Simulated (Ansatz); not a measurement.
# C₃H₉FInN: up Jacob's ladder to CCSD(T)

An exercise on one series of results from a longer session: the logs are not shown, and one member is left open.

Method: functionals in def2-TZVPP, the program's frozen cores in correlated methods; program: Ansatz 0.2.0, Gaussian basis.

Plan: PBE-D4, r2SCAN-D4, PBE0-D4, B3LYP-D4, ωB97X-V, ωB97M-V, B2PLYP; CCSD(T)/def2-TZVPP; MP2/def2-QZVPP; extrapolation to the limit.

### The relaxed structure

The geometry comes from an earlier relaxation with PBE0-D4 in a triple-zeta def2 set; it is a stationary point, not always the lowest conformer. In takes the def2 core potential; no spin-orbit term is included.

SMILES `CC(C)[NH][InH][F]`, 15 atoms, charge 0, spin multiplicity 1.

Atoms are counted from 1 here; the program's logs count them from 0.

Bond lengths: C1–C2 1.519 Å, C1–H7 1.092 Å, C1–H8 1.092 Å, C1–H9 1.094 Å, C2–C3 1.524 Å, C2–N4 1.458 Å, C2–H10 1.099 Å, C3–H11 1.095 Å, C3–H12 1.094 Å, C3–H13 1.093 Å, N4–In5 2.002 Å, N4–H14 1.009 Å, In5–F6 1.967 Å, In5–H15 1.692 Å. Angles: C2–C1–H7 110.7°, C2–C1–H8 110.5°, C2–C1–H9 110.6°, H7–C1–H8 108.4°, H7–C1–H9 107.9°, H8–C1–H9 108.6°, C1–C2–C3 111.1°, C1–C2–N4 110.3°, C1–C2–H10 107.8°, C3–C2–N4 112.8°, C3–C2–H10 108.0°, N4–C2–H10 106.5°, C2–C3–H11 109.9°, C2–C3–H12 111.4°, C2–C3–H13 110.9°, H11–C3–H12 107.9°, H11–C3–H13 108.4°, H12–C3–H13 108.2° and more.

As a file:

```
C    -0.8164   -1.2975   -0.2145
C    -0.4330    0.0804   -0.7253
C     0.9806    0.0794   -1.2950
N    -0.6212    1.0784    0.3207
In    0.2125    1.0360    2.1400
F     1.0298   -0.7205    2.4786
H    -0.7206   -2.0439   -1.0063
H    -1.8491   -1.3008    0.1402
H    -0.1632   -1.5978    0.6105
H    -1.1256    0.3431   -1.5368
H     1.6938   -0.2245   -0.5217
H     1.0741   -0.6188   -2.1316
H     1.2596    1.0749   -1.6491
H    -0.7817    2.0010   -0.0557
H     0.2603    2.1106    3.4459
```

The first run:

in.yaml

```yaml
crystal:
  periodic: [false, false, false]
  atoms:
    - {symbol: C, position_ang: [-0.816439, -1.297547, -0.214511]}
    - {symbol: C, position_ang: [-0.432971, 0.080352, -0.725313]}
    - {symbol: C, position_ang: [0.980592, 0.079434, -1.294980]}
    - {symbol: N, position_ang: [-0.621161, 1.078399, 0.320745]}
    - {symbol: In, position_ang: [0.212521, 1.035997, 2.140011]}
    - {symbol: F, position_ang: [1.029840, -0.720468, 2.478606]}
    - {symbol: H, position_ang: [-0.720609, -2.043948, -1.006310]}
    - {symbol: H, position_ang: [-1.849125, -1.300773, 0.140187]}
    - {symbol: H, position_ang: [-0.163204, -1.597799, 0.610499]}
    - {symbol: H, position_ang: [-1.125581, 0.343070, -1.536802]}
    - {symbol: H, position_ang: [1.693841, -0.224495, -0.521668]}
    - {symbol: H, position_ang: [1.074116, -0.618811, -2.131579]}
    - {symbol: H, position_ang: [1.259558, 1.074897, -1.649112]}
    - {symbol: H, position_ang: [-0.781690, 2.001044, -0.055670]}
    - {symbol: H, position_ang: [0.260333, 2.110639, 3.445898]}
basis:
  gaussian: {orbitals: def2-TZVPP}
hamiltonian: {xc: pbe, dispersion: d4}
output: {forces: true, orbitals: {seedname: orbitals}}
```

Run with:

```
$ ansatz run in.yaml --threads 2 --pin off --events-out ev --progress --plain --max-ram 31744MiB --backend cuda --devices 0, --max-vram 18GiB
```

Steps of the session up to this table: PBE-D4 (GGA); r2SCAN-D4 (meta-GGA); PBE0-D4 (hybrid); B3LYP-D4 (hybrid); ωB97X-V (range-separated); ωB97M-V (range-separated); B2PLYP (double hybrid); CCSD(T) in def2-TZVPP; MP2 in def2-QZVPP.

One of the session's tables, all rows but one given; the rest of the session is left out.

| method | atomisation energy (kJ/mol) |
| --- | --- |
| PBE-D4 | 5478.4 |
| r2SCAN-D4 | 5379.4 |
| PBE0-D4 | 5384.0 |
| B3LYP-D4 | 5370.4 |
| ωB97X-V | 5402.7 |
| ωB97M-V | 5395.0 |
| B2PLYP | 5314.8 |
| HF/def2-TZVPP | ? |
| MP2/def2-TZVPP | 5315.7 |
| CCSD/def2-TZVPP | 5175.9 |
| CCSD(T)/def2-TZVPP | 5255.1 |
| MP2/CBS | 5458.0 |
| CCSD(T)/CBS | 5397.4 |

Q: Estimate the row for HF/def2-TZVPP from the others.

The run gave: atomisation energy (kJ/mol): 3874.9. In the column «atomisation energy (kJ/mol)» it is the lowest.
